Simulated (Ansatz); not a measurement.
# CH₅FMoN₂O: one species, many methods

One table from this session's results is given with a row withheld; the runs are named, their logs left out.

The runs use Ansatz 0.2.0, Gaussian basis; functionals in def2-TZVPP, the program's frozen cores in correlated methods.

Plan: LDA (SPW92), PBE-D4, revPBE-D4, BLYP-D4, r2SCAN-D4, B97M-V, PBE0-D4, B3LYP-D4, r2SCANh-D4, r2SCAN0-D4, HSE06-D4, BHLYP-D4, CAM-B3LYP-D4, LC-ωPBE, ωB97X-V, ωB97M-V, B2PLYP, PBE-QIDH; CCSD(T)/def2-SVP; CCSD(T)/def2-TZVPP; MP2/def2-QZVPP; extrapolation to the limit; RPA on PBE.

### The relaxed structure

An earlier PBE0-D4 in a triple-zeta def2 set relaxation fixed the geometry. Mo takes the def2 core potential; no spin-orbit term is included.

11 atoms, charge 0, spin multiplicity 1.

Atoms are counted from 1 here; the program's logs count them from 0.

Bond lengths: C1–N2 1.419 Å, C1–H7 1.095 Å, C1–H8 1.096 Å, C1–H9 1.095 Å, N2–Mo3 1.722 Å, Mo3–N4 1.928 Å, Mo3–O5 1.681 Å, Mo3–F6 1.870 Å, N4–H10 1.010 Å, N4–H11 1.008 Å. Angles: N2–C1–H7 109.6°, N2–C1–H8 111.7°, N2–C1–H9 110.1°, H7–C1–H8 108.6°, H7–C1–H9 107.7°, H8–C1–H9 109.0°, C1–N2–Mo3 151.9°, N2–Mo3–N4 104.8°, N2–Mo3–O5 109.5°, N2–Mo3–F6 109.0°, N4–Mo3–O5 110.2°, N4–Mo3–F6 111.8°, O5–Mo3–F6 111.2°, Mo3–N4–H10 121.7°, Mo3–N4–H11 125.1°, H10–N4–H11 111.4°.

Set-up of the first run:

File in.yaml:

```yaml
crystal:
  periodic: [false, false, false]
  atoms:
    - {symbol: C, position_ang: [-1.476275, -1.018292, 0.969747]}
    - {symbol: N, position_ang: [-0.303477, -0.288453, 0.643316]}
    - {symbol: Mo, position_ang: [0.508648, 1.010135, -0.144016]}
    - {symbol: N, position_ang: [1.796982, 0.158866, -1.298959]}
    - {symbol: O, position_ang: [-0.593943, 1.892526, -1.056596]}
    - {symbol: F, position_ang: [1.333057, 2.084494, 1.144962]}
    - {symbol: H, position_ang: [-1.352667, -2.065138, 0.672602]}
    - {symbol: H, position_ang: [-2.360024, -0.613304, 0.464510]}
    - {symbol: H, position_ang: [-1.643347, -0.997419, 2.051405]}
    - {symbol: H, position_ang: [2.120604, 0.599305, -2.148460]}
    - {symbol: H, position_ang: [2.035841, -0.819719, -1.278011]}
basis:
  gaussian: {orbitals: def2-TZVPP}
hamiltonian: {xc: lda}
output: {orbitals: {seedname: orbitals}}
```

Launch:

```
> ansatz run in.yaml --threads 4 --pin off --events-out ev --progress --plain --max-ram 11315MiB
```

Steps of the session up to this table: LDA; PBE-D4 (GGA); revPBE-D4 (GGA); BLYP-D4 (GGA); r2SCAN-D4 (meta-GGA); B97M-V (meta-GGA); PBE0-D4 (hybrid); B3LYP-D4 (hybrid); r2SCANh-D4 (hybrid); r2SCAN0-D4 (hybrid); HSE06-D4 (hybrid); BHLYP-D4 (hybrid); CAM-B3LYP-D4 (range-separated); LC-ωPBE (range-separated); ωB97X-V (range-separated); ωB97M-V (range-separated); B2PLYP (double hybrid); PBE-QIDH (double hybrid).

One of the session's tables, all rows but one given; the rest of the session is left out.

It belongs to the step «Frontier levels by functional». 

```
  functional  HOMO (eV)  LUMO (eV)  gap (eV)
 LDA (SPW92)      -6.47      -2.49      3.98
      PBE-D4      -6.28      -2.28      4.00
   revPBE-D4      -6.21      -2.20      4.01
     BLYP-D4      -6.18      -2.20      3.98
   r2SCAN-D4      -6.56      -2.23      4.33
      B97M-V      -6.64      -2.20      4.44
     PBE0-D4      -7.66      -1.54      6.11
    B3LYP-D4      -7.44      -1.78      5.67
  r2SCANh-D4      -7.08      -1.95      5.13
  r2SCAN0-D4      -7.86      -1.52      6.34
    HSE06-D4      -7.25      -1.92      5.34
    BHLYP-D4          ?          ?         ?
CAM-B3LYP-D4      -9.04      -0.49      8.55
     LC-ωPBE     -10.33       0.66     10.98
     ωB97X-V      -9.99       0.59     10.58
     ωB97M-V      -9.92       0.54     10.46
```

Q: Estimate the row for BHLYP-D4 from the others.

Worked estimate for «HOMO (eV)». Against the share of exact exchange, BLYP-D4 (0, -6.18), B3LYP-D4 (0.2, -7.44) give a slope of -6.30 per unit share; at 0.5 the line stands at -9.33.

The run gave: HOMO (eV): -8.96; LUMO (eV): -0.68; gap (eV): 8.29. In «HOMO (eV)» the line misses by -0.37.
